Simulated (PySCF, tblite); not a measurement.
**CH9AsSSi2: geometry, infrared bands and NMR shifts**

Wanted: the infrared bands and NMR shifts of CH9AsSSi2 (`CS[Si@H]([SiH3])[AsH2]`), by calculation.

Computed with tblite 0.8.0 and PySCF 2.14.0, with density-fitted response routines of our own, on a single molecule in the gas phase. Atoms are numbered from 0 throughout.

**1. The molecule as given**

14 atoms, charge 0, multiplicity 1; geometry from: force field or distance geometry start.

Bonds of the start (Å): C0–S1 1.81, S1–Si2 2.15, Si2–Si3 2.22, Si2–As4 2.32, C0–H5 1.12, C0–H6 1.12, C0–H7 1.10, Si2–H8 1.47, Si3–H9 1.47, Si3–H10 1.48, Si3–H11 1.46, As4–H12 1.56, As4–H13 1.56.

**2. Optimising the geometry with GFN2-xTB**

The job: settings as JSON, then the geometry in Å.

```
{"job": {"kind": "relax", "xc": "GFN2-xTB", "basis": "xTB"}, "charge": 0, "multiplicity": 1}
C     -2.511100    -0.281800     0.120300
S     -1.383200     0.290600     1.410900
Si     0.226200     0.758100     0.058000
Si     1.159500    -1.111100    -0.705900
As     1.819500     2.016100     1.172300
H     -3.484400    -0.577700     0.588100
H     -2.716300     0.543500    -0.605000
H     -2.090300    -1.152500    -0.404300
H     -0.301000     1.537300    -1.076500
H      0.166300    -1.905400    -1.444200
H      1.647700    -1.905200     0.443300
H      2.283100    -0.779700    -1.576200
H      2.860100     1.796600     0.032800
H      2.323200     0.770500     1.964100
```

Run with:

```sh
$ OMP_NUM_THREADS=1 python probes_run.py task.json out
```

One launch serves the whole session: the jobs run in the order shown.

**Question.** This job is followed by: GFN2-xTB harmonic vibrations, gas phase; GIAO PBE0/pcSseg-1 NMR shielding, non-relativistic, gas phase. What will the session give for the following? strongest single infrared mode (GFN2-xTB); zero-point energy (GFN2-xTB); 13C shifts against TMS (PBE0/pcSseg-1); 1H shifts against TMS (PBE0/pcSseg-1, means over atoms taken as alike); 33S shifts against CS2 (PBE0/pcSseg-1); 29Si shifts against TMS (PBE0/pcSseg-1); 75As shifts against AsH3 (PBE0/pcSseg-1).

**Answer**, as computed:

| quantity | value |
| --- | --- |
| strongest single infrared mode (GFN2-xTB) | 1887 cm⁻¹, 669 km/mol |
| zero-point energy (GFN2-xTB) | 53.4 kcal/mol |
| 13C shifts against TMS (PBE0/pcSseg-1) | 18.0 ppm |
| 1H shifts against TMS (PBE0/pcSseg-1, means over atoms taken as alike) | 5.32, 3.58, 2.14, 1.88 ppm |
| 33S shifts against CS2 (PBE0/pcSseg-1) | -199 ppm |
| 29Si shifts against TMS (PBE0/pcSseg-1) | -15.3, -110.6 ppm |
| 75As shifts against AsH3 (PBE0/pcSseg-1) | -7 ppm |

What this shows: Relaxing lowered the energy by 0.288 eV in 106 steps; the close pair that moved most is Si2–Si3, from 2.225 to 2.343 Å. No mode is imaginary among the 36: a minimum at this level. The strongest single mode, at 1887 cm⁻¹, moves mainly H12. GFN2-xTB is a fitted tight-binding method: band positions and strengths are rough. Its intensities can rank the bands wrongly. At PBE0/pcSseg-1: Shielding is most anisotropic at S1 (span 298 ppm, paramagnetic term -356 ppm). Spin-orbit coupling is left out, which matters for shieldings and couplings at and beside the heavy atoms.
